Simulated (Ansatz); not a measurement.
# C2H6O3Si: up Jacob's ladder to CCSD(T)

Aim: compute C2H6O3Si with functionals from several rungs and with coupled cluster. The yardstick is the atomisation energy at the CCSD(T) limit.

Method: functionals in def2-TZVPP, the program's frozen cores in correlated methods; program: Ansatz 0.2.0, Gaussian basis.

Plan: PBE-D4, r2SCAN-D4, PBE0-D4, B3LYP-D4, ωB97X-V, ωB97M-V, B2PLYP; CCSD(T)/def2-TZVPP; MP2/def2-QZVPP; extrapolation to the limit.

## (1) The relaxed structure

An earlier PBE0-D4 in a triple-zeta def2 set relaxation fixed the geometry.

SMILES `O=CC(O)[SiH2]O`, 12 atoms, charge 0, spin multiplicity 1.

Atoms are counted from 1 here; the program's logs count them from 0.

Bond lengths: O1–C2 1.208 Å, C2–C3 1.478 Å, C2–H7 1.107 Å, C3–O4 1.409 Å, C3–Si5 1.915 Å, C3–H8 1.100 Å, O4–H9 0.972 Å, Si5–O6 1.638 Å, Si5–H10 1.486 Å, Si5–H11 1.482 Å, O6–H12 0.961 Å. Angles: O1–C2–C3 121.5°, O1–C2–H7 121.6°, C3–C2–H7 116.8°, C2–C3–O4 111.5°, C2–C3–Si5 112.7°, C2–C3–H8 108.8°, O4–C3–Si5 104.3°, O4–C3–H8 111.2°, Si5–C3–H8 108.3°, C3–O4–H9 105.0°, C3–Si5–O6 106.6°, C3–Si5–H10 106.6°, C3–Si5–H11 112.4°, O6–Si5–H10 112.9°, O6–Si5–H11 107.3°, H10–Si5–H11 111.0°, Si5–O6–H12 114.6°.

## (2) PBE-D4 (GGA)

The input, in.yaml:

```yaml
crystal:
  periodic: [false, false, false]
  atoms:
    - {symbol: O, position_ang: [1.215540, -1.512867, 1.628537]}
    - {symbol: C, position_ang: [0.735902, -1.477280, 0.520490]}
    - {symbol: C, position_ang: [-0.359143, -0.544659, 0.182119]}
    - {symbol: O, position_ang: [-0.833670, 0.131474, 1.323330]}
    - {symbol: Si, position_ang: [0.201191, 0.856283, -0.997594]}
    - {symbol: O, position_ang: [-1.030547, 1.934723, -1.062486]}
    - {symbol: H, position_ang: [1.108293, -2.127402, -0.294085]}
    - {symbol: H, position_ang: [-1.166245, -1.108056, -0.309882]}
    - {symbol: H, position_ang: [-0.256000, -0.161958, 2.047923]}
    - {symbol: H, position_ang: [1.442188, 1.430137, -0.415659]}
    - {symbol: H, position_ang: [0.436210, 0.371855, -2.378701]}
    - {symbol: H, position_ang: [-1.416819, 2.152748, -0.209793]}
basis:
  gaussian: {orbitals: def2-TZVPP}
hamiltonian: {xc: pbe, dispersion: d4}
output: {forces: true, orbitals: {seedname: orbitals}}
```

Launch:

```
$ ansatz run in.yaml --threads 4 --pin off --events-out ev --progress --plain --max-ram 10444MiB
```

After this run come: r2SCAN-D4 (meta-GGA); PBE0-D4 (hybrid); B3LYP-D4 (hybrid); ωB97X-V (range-separated); ωB97M-V (range-separated); B2PLYP (double hybrid); CCSD(T) in def2-TZVPP; MP2 in def2-QZVPP.

Q: Predict the results of all the runs planned. Wanted: atomisation energy, CCSD(T)/CBS; farthest; mean size of error, hybrid; mean size of error, range-separated; gap, smallest and largest; T1 diagnostic; triples share of the correlation energy.

As calculated:

```
                               quantity                                           value
        atomisation energy, CCSD(T)/CBS                                 1125.5 kcal/mol
functionals within 5.6 kcal/mol (0.5 %)  r2SCAN-D4, PBE0-D4, B3LYP-D4, ωB97X-V, ωB97M-V
                               farthest                         PBE-D4 (+26.9 kcal/mol)
             mean size of error, hybrid                                    5.0 kcal/mol
    mean size of error, range-separated                                    1.2 kcal/mol
              gap, smallest and largest            4.05 eV (PBE-D4), 11.26 eV (ωB97X-V)
                          T1 diagnostic                                          0.0143
triples share of the correlation energy                                           3.9 %
```

PBE-D4 is off by +26.9 kcal/mol. Double hybrids carry the basis error of their MP2 part in triple zeta, and no dispersion term here, so their miss is partly the set-up's. The reference freezes the cores and leaves out relativity and excitations past (T), so misses under about 5.6 kcal/mol can't be ranked. Hartree-Fock recovers 69 % of the binding; the rest is correlation. Orbital gaps span 4.0 to 11.3 eV; exact exchange widens them.
